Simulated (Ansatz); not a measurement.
# AlH₂IOZn: vertical ionisation energy

One table from this session's results is given with a row withheld; the runs are named, their logs left out.

Method: unrestricted cation, the program's frozen cores in correlated methods; program: Ansatz 0.2.0, Gaussian basis.

Plan: UKS PBE-D4/def2-TZVPP; UKS r2SCAN-D4/def2-TZVPP; UKS PBE0-D4/def2-TZVPP; UKS B3LYP-D4/def2-TZVPP; UKS wB97X-V/def2-TZVPP; UKS wB97M-V/def2-TZVPP; UKS B2PLYP (frozen core with 3s3p of Cu, Zn)/def2-TZVPP; UHF-CCSD(T) with 3s3p of Cu, Zn/def2-TZVPP; UHF-MP2 with 3s3p of Cu, Zn/def2-QZVPP; extrapolation to the limit; then −ε(HOMO) from the neutral's earlier runs with LDA (SPW92), PBE-D4, revPBE-D4, BLYP-D4, r2SCAN-D4, B97M-V, PBE0-D4, B3LYP-D4, r2SCANh-D4, r2SCAN0-D4, HSE06-D4, BHLYP-D4, CAM-B3LYP-D4, LC-ωPBE, ωB97X-V, ωB97M-V.

4 further runs of the same task are left out: 2 for a known fault of the program, 2 set aside as unsound or not needed.

## The geometry

All runs share one geometry, relaxed beforehand with PBE0-D4 in a triple-zeta def2 set. I takes the def2 core potential; no spin-orbit term is included.

6 atoms, charge 0, spin multiplicity 1.

Atoms are counted from 1 here; the program's logs count them from 0.

Bond lengths: O1–Al2 1.695 Å, O1–H5 0.957 Å, Al2–Zn3 2.481 Å, Al2–I4 2.506 Å, Zn3–H6 1.562 Å. Angles: Al2–O1–H5 123.3°, O1–Al2–Zn3 121.4°, O1–Al2–I4 116.1°, Zn3–Al2–I4 122.6°, Al2–Zn3–H6 179.1°.

Set-up of the first run:

File in.yaml:

```yaml
crystal:
  periodic: [false, false, false]
  atoms:
    - {symbol: O, position_ang: [-0.223178, 1.531167, -1.002081]}
    - {symbol: Al, position_ang: [-0.293476, -0.016004, -0.313055]}
    - {symbol: Zn, position_ang: [1.164286, -0.649418, 1.592065]}
    - {symbol: I, position_ang: [-1.946261, -1.600759, -1.332024]}
    - {symbol: H, position_ang: [-0.773042, 1.805787, -1.735955]}
    - {symbol: H, position_ang: [2.071671, -1.070773, 2.791060]}
basis:
  gaussian: {orbitals: def2-TZVPP}
total_charge: 1
magnetization: {spin_polarized: true, initial_magnetization: 1}
hamiltonian: {xc: pbe, dispersion: d4}
```

Run with:

```console
$ ansatz run in.yaml --threads 2 --pin off --events-out ev --progress --plain --max-ram 32768MiB --backend cpu
```

Among the steps run: Cation, UKS PBE-D4/def2-TZVPP; Cation, UKS r2SCAN-D4/def2-TZVPP; Cation, UKS PBE0-D4/def2-TZVPP; Cation, UKS B3LYP-D4/def2-TZVPP; Cation, UKS wB97X-V/def2-TZVPP; Cation, UKS wB97M-V/def2-TZVPP; Cation, UKS B2PLYP (frozen core with 3s3p of Cu, Zn)/def2-TZVPP; Cation, UHF-CCSD(T) with 3s3p of Cu, Zn/def2-TZVPP; Cation, UHF-MP2 with 3s3p of Cu, Zn/def2-QZVPP.

One table of the session follows, with a row left open; its other results are not shown here.

It belongs to the step «Ionisation energies side by side». For comparison, −ε(HOMO) of the neutral from earlier runs:

| functional | −ε(HOMO) (eV) |
| --- | --- |
| LDA (SPW92) | 6.26 |
| PBE-D4 | 6.12 |
| revPBE-D4 | 6.07 |
| BLYP-D4 | 5.97 |
| r2SCAN-D4 | 6.36 |
| B97M-V | 6.36 |
| PBE0-D4 | ? |
| B3LYP-D4 | 6.91 |
| r2SCANh-D4 | 6.72 |
| r2SCAN0-D4 | 7.26 |
| HSE06-D4 | 6.72 |
| BHLYP-D4 | 7.96 |
| CAM-B3LYP-D4 | 8.29 |
| LC-ωPBE | 9.55 |
| ωB97X-V | 9.23 |
| ωB97M-V | 9.04 |

Estimate the missing values for PBE0-D4.

As computed: −ε(HOMO) (eV): 7.10. In the column «−ε(HOMO) (eV)» it lies between B3LYP-D4 (6.91) and r2SCAN0-D4 (7.26).
